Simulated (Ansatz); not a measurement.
**Cl: how the settings move a single-point run**

Aim: see which settings change the result for Cl, by how much, and at what cost.

Computed with Ansatz 0.2.0 (reference: DFT, PBE, all-electron PAW with datasets made for the crystal, scalar-relativistic, unless a step's input says otherwise).

## 1. The starting structure

It takes space group Cmce (No. 64, orthorhombic). Conventional cell: a = 6.240 Å, b = 4.480 Å, c = 8.260 Å, α = 90.00°, β = 90.00°, γ = 90.00°. Around Cl (site symmetry m) lie 1 Cl at 2.02 Å.

As a file:

```cif
data_structure
_symmetry_space_group_name_H-M 'P 1'
_symmetry_Int_Tables_number 1
_cell_length_a 3.8408
_cell_length_b 3.8408
_cell_length_c 8.2600
_cell_angle_alpha 90.000
_cell_angle_beta 90.000
_cell_angle_gamma 71.353
_cell_volume 115.45
loop_
_atom_site_label
_atom_site_type_symbol
_atom_site_fract_x
_atom_site_fract_y
_atom_site_fract_z
_atom_site_occupancy
Cl1 Cl 0.13000 0.87000 0.10000 1
Cl2 Cl 0.63000 0.37000 0.40000 1
Cl3 Cl 0.87000 0.13000 0.90000 1
Cl4 Cl 0.37000 0.63000 0.60000 1
```

## 2. The reference run

Input file input.yaml:

```yaml
crystal:
  lattice:
    - [3.12, -2.24, 0.0]
    - [3.12, 2.24, 0.0]
    - [0.0, 0.0, 8.26]
  atoms:
    - { symbol: Cl, position: [0.13, 0.87, 0.1] }
    - { symbol: Cl, position: [0.63, 0.37, 0.4] }
    - { symbol: Cl, position: [0.87, 0.13, 0.9] }
    - { symbol: Cl, position: [0.37, 0.63, 0.6] }
kpoints:
  mp_grid: { grid: [7, 7, 4] }
  band_path:
    path:
      - [0.0, 0.0, 0.0]
      - [0.5, 0.5, 0.0]
      - [0.3788625904, 0.6211374096, 0.0]
      - [-0.3788625904, 0.3788625904, 0.0]
      - [0.0, 0.0, 0.0]
      - [0.0, 0.0, 0.5]
      - [-0.3788625904, 0.3788625904, 0.5]
      - [0.3788625904, 0.6211374096, 0.5]
      - [0.5, 0.5, 0.5]
    npoints: 8
scf:
  occupations: { method: fermi_dirac, width: 0.02 }
hamiltonian:
  xc: pbe
  pseudopotentials: { kind: all_electron, datasets: crystal }
output:
  forces: true
  stress: true
  eigenvalues: true
  efg: { contact_densities: true }
```

Command:

```console
ansatz run input.yaml --threads 1 --pin off --max-ram 4096MiB --backend cpu --events-out ev --progress --plain --runs-dir out
```

## 3. Changed: xc_grid 4

input.yaml, as its differences from that of step 2:

```diff
@@ -34 +34,3 @@
   efg: { contact_densities: true }
+basis:
+  xc_grid: 4
```

Before running it: what results should come out? Wanted: for each run, ending; energy change; pressure; gap; force.

**Answer**, as computed:

| run | ending | energy change | pressure (GPa) | gap (eV) | force (eV/Å) | cycles | time |
| --- | --- | --- | --- | --- | --- | --- | --- |
| reference | converged | 0 | 0.5 | 2.47 | 0.11 | 8 | 26 s |
| 1: xc_grid 4 | converged | 0.0 meV/atom | 0.5 | 2.47 | 0.11 | 8 | 29 s |

Residual by cycle in the longest SCF loop of each run; runs are numbered as in the table. The quantity is the density residual dr2, in eV.

| cycle | reference | run 1 |
| --- | --- | --- |
| 1 | 1.42 | 1.42 |
| 2 | 0.367 | 0.367 |
| 3 | 0.00404 | 0.00404 |
| 4 | 8.0e-4 | 8.0e-4 |
| 5 | 4.0e-5 | 4.0e-5 |
| 6 | 3.5e-6 | 3.4e-6 |
| 7 | 3.1e-7 | 3.1e-7 |
| 8 | 3.7e-8 | 3.7e-8 |

What this shows: The changed input (numerical grids) leaves the energy the same to the digits printed.

The gaps are Kohn-Sham values of a semilocal functional, not quasiparticle or optical gaps. Such gaps usually fall short of the measured ones.
